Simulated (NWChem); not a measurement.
# CH5FOSi (SMILES CO[SiH2]F): levels of theory compared

Wanted: a comparison of 4 runs (HF/STO-3G, HF/3-21G, B3LYP/6-31G*) of CH5FOSi. 

Program for the calculation: NWChem 7.3.0.

## Step 1: The system as given

CH5FOSi: 9 atoms, total charge 0, spin state singlet. As SMILES, `CO[SiH2]F`. The shape is that of a PBE0-D4/def2-TZVP optimisation. This is one conformer, not always the lowest.

Bond lengths: C1–O2 1.412 Å, O2–Si3 1.623 Å, Si3–F4 1.598 Å, C1–H5 1.094 Å, C1–H6 1.091 Å, C1–H7 1.096 Å, Si3–H8 1.474 Å, Si3–H9 1.483 Å. Some angles: C1–O2–Si3 125.2°, O2–Si3–F4 111.1°, O2–C1–H5 110.6°, O2–C1–H6 108.3°, O2–C1–H7 111.7°, O2–Si3–H8 106.8°, O2–Si3–H9 110.6°, F4–Si3–H8 108.2°, F4–Si3–H9 105.9°, H5–C1–H6 108.8°.

## Step 2: Energy and gradient at HF/STO-3G (run 1)

File test.nw:

```
start test
memory 2200 mb
geometry units angstrom noautosym nocenter noautoz
   C     -0.280200     1.150700    -0.688400
   O     -0.743600    -0.064200    -0.138000
   Si     0.168900    -1.127700     0.679900
   F      1.202000    -1.865200    -0.290100
   H      0.189600     0.979000    -1.660800
   H     -1.135900     1.813600    -0.823000
   H      0.443400     1.643500    -0.029000
   H     -0.748200    -2.141700     1.231900
   H      0.992400    -0.434200     1.700300
end
basis spherical bse
   * library STO-3G
end
scf
   thresh 1e-08
   maxiter 80
   noprint "final vectors analysis"
end
task scf gradient
```

Command:

```
nwchem test.nw > test.out
```

What it wrote:

```text
[...]
  functions       =    29
[...]
  wavefunction    = RHF
[...]
         Total SCF energy =   -497.827528068596
      One-electron energy =  -1056.619203817285
      Two-electron energy =    376.519687995268
 Nuclear repulsion energy =    182.271987753422
        Time for solution =      1.2s
[...]
                         RHF ENERGY GRADIENTS
    atom               coordinates                        gradient
                 x          y          z           x          y          z
   1 C      -0.529501   2.174508  -1.300887   -0.007891   0.012144  -0.009370
   2 O      -1.405200  -0.121320  -0.260782    0.029638  -0.007431   0.011787
   3 Si      0.319175  -2.131044   1.284825   -0.015832   0.011013  -0.045096
   4 F       2.271451  -3.524717  -0.548210   -0.005609   0.004265   0.009840
   5 H       0.358292   1.850042  -3.138457   -0.002555  -0.004726   0.002971
   6 H      -2.146540   3.427207  -1.555244    0.000461  -0.003367   0.001841
   7 H       0.837905   3.105765  -0.054802   -0.001149  -0.004829   0.003067
   8 H      -1.413893  -4.047226   2.327953   -0.016383  -0.021599   0.007987
   9 H       1.875364  -0.820519   3.213101    0.019320   0.014530   0.016972
[...]
```

Wall time 2.4 s (1 thread of Intel Xeon Platinum 8559C (Emerald Rapids), shared host); peak memory 0.096 GiB.

## Step 3: Energy and gradient at HF/3-21G (run 2)

File job.nw:

```
START job
memory stack 880 mb heap 220 mb global 1100 mb

GEOMETRY noautosym nocenter noautoz
  C     -0.280200     1.150700    -0.688400
  O     -0.743600    -0.064200    -0.138000
  Si     0.168900    -1.127700     0.679900
  F      1.202000    -1.865200    -0.290100
  H      0.189600     0.979000    -1.660800
  H     -1.135900     1.813600    -0.823000
  H      0.443400     1.643500    -0.029000
  H     -0.748200    -2.141700     1.231900
  H      0.992400    -0.434200     1.700300
END

BASIS "ao basis" spherical bse
  * library 3-21G
END

SCF
  thresh 1e-08
  maxiter 80
  print medium
END

TASK scf gradient
```

Command:

```
nwchem job.nw > job.out
```

What it wrote:

```text
[...]
  functions       =    50
[...]
  wavefunction    = RHF
[...]
         Total SCF energy =   -501.391719121774
      One-electron energy =  -1057.179230158331
      Two-electron energy =    373.515523283136
 Nuclear repulsion energy =    182.271987753422
        Time for solution =      1.4s
[...]
                         RHF ENERGY GRADIENTS
    atom               coordinates                        gradient
                 x          y          z           x          y          z
   1 C      -0.529501   2.174508  -1.300887    0.000472  -0.023606   0.013418
   2 O      -1.405200  -0.121320  -0.260782    0.009469  -0.004257   0.005560
   3 Si      0.319175  -2.131044   1.284825    0.006693   0.015887  -0.033497
   4 F       2.271451  -3.524717  -0.548210   -0.015687   0.010008   0.017227
   5 H       0.358292   1.850042  -3.138457    0.002568  -0.002358  -0.006491
   6 H      -2.146540   3.427207  -1.555244   -0.007230   0.004392  -0.000516
   7 H       0.837905   3.105765  -0.054802    0.003802   0.002559   0.004091
   8 H      -1.413893  -4.047226   2.327953   -0.002993  -0.002793  -0.001015
   9 H       1.875364  -0.820519   3.213101    0.002906   0.000166   0.001223
[...]
```

Run time: 2.6 s. Hardware: 1 thread of Intel Xeon Platinum 8559C (Emerald Rapids), shared host; peak memory 0.099 GiB.

Run 3 isn't shown in full; the table further down has it.

## Step 4: Energy and forces at B3LYP/6-31G(d) (spherical functions) (run 4)

File ch5fosi.nw:

```
start ch5fosi
memory 2200 mb
geometry units angstrom noautosym nocenter noautoz
 C     -0.280200     1.150700    -0.688400
 O     -0.743600    -0.064200    -0.138000
 Si     0.168900    -1.127700     0.679900
 F      1.202000    -1.865200    -0.290100
 H      0.189600     0.979000    -1.660800
 H     -1.135900     1.813600    -0.823000
 H      0.443400     1.643500    -0.029000
 H     -0.748200    -2.141700     1.231900
 H      0.992400    -0.434200     1.700300
end
basis spherical bse
 * library 6-31G*
end
dft
 xc b3lyp
 grid xfine
 convergence energy 1e-08
 iterations 100
 mulliken
 print medium
end
task dft gradient
```

Command:

```
nwchem ch5fosi.nw > ch5fosi.out
```

What it wrote:

```text
[...]
          Wavefunction type:  closed shell.
          No. of atoms     :     9
          No. of electrons :    42
[...]
          Charge           :     0
          Spin multiplicity:     1
[...]
          AO basis - number of functions:    70
[...]
              XC Information
              --------------
                         B3LYP Method XC Potential
                     Hartree-Fock (Exact) Exchange  0.200
                        Slater Exchange Functional  0.800 local
                    Becke 1988 Exchange Functional  0.720 non-local
              Lee-Yang-Parr Correlation Functional  0.810
                  VWN I RPA Correlation Functional  0.190 local
[...]
 d= 0,ls=0.0,diis     1   -505.6746546144 -6.88D+02  1.72D-02  7.03D-01     2.9
[...]
 d= 0,ls=0.0,diis    10   -505.7529572466 -2.73D-09  3.18D-07  9.56D-10    25.0
         Total DFT energy =     -505.752957246620
      One electron energy =    -1061.235217263714
           Coulomb energy =      420.650117809317
    Exchange-Corr. energy =      -47.439845545645
 Nuclear repulsion energy =      182.271987753422
[...]
  wavefunction    = closed shell
                         DFT ENERGY GRADIENTS
    atom               coordinates                        gradient
                 x          y          z           x          y          z
   1 C      -0.529501   2.174508  -1.300887   -0.001398  -0.003774   0.001339
   2 O      -1.405200  -0.121320  -0.260782    0.010180  -0.002336   0.003236
   3 Si      0.319175  -2.131044   1.284825   -0.001679   0.003981  -0.010409
   4 F       2.271451  -3.524717  -0.548210   -0.007747   0.005954   0.007373
   5 H       0.358292   1.850042  -3.138457   -0.000854  -0.000051   0.001949
   6 H      -2.146540   3.427207  -1.555244    0.001416  -0.001490   0.000456
   7 H       0.837905   3.105765  -0.054802   -0.001380  -0.001170  -0.001122
   8 H      -1.413893  -4.047226   2.327953    0.001081  -0.000220  -0.001183
   9 H       1.875364  -0.820519   3.213101    0.000381  -0.000894  -0.001638
[...]
```

It took 33 s on 1 thread of Intel Xeon Platinum 8559C (Emerald Rapids), shared host; peak memory 0.14 GiB.

## Step 5: All runs side by side

| run | level | Cartesian functions | iteration cap | energy (Eh) | dipole moment (D) | largest force (eV/Å) | wall time |
| --- | --- | --- | --- | --- | --- | --- | --- |
| 1 | HF/STO-3G | no | 80 | -497.827528 | 1.07 | 2.522 | 2.4 s |
| 2 | HF/3-21G | no | 80 | -501.391719 | 2.05 | 1.937 | 2.6 s |
| 3 | B3LYP/6-31G* (Cartesian functions) | yes | 100 | -505.757771 | – | 0.572 | 35 s |
| 4 | B3LYP/6-31G* (spherical functions) | no | 100 | -505.752957 | 1.61 | 0.629 | 33 s |

## Step 6: What came out

| quantity | value |
| --- | --- |
| run 4: total energy | -505.75296 Eh |
| run 4: dipole moment | 1.61 D |
| run 4: HOMO energy | -8.27 eV |
| run 4: LUMO energy | 1.15 eV |
| run 4: HOMO–LUMO gap | 9.41 eV |
| run 4: largest force on an atom | 0.629 eV/Å |

In words: Over runs 1, 2, 4 the dipole moment (its size) runs from 1.07 D (HF/STO-3G) to 2.05 D (HF/3-21G). In run 1 the basis is minimal, so the values are rough. All runs together took 73 s, the longest 35 s.
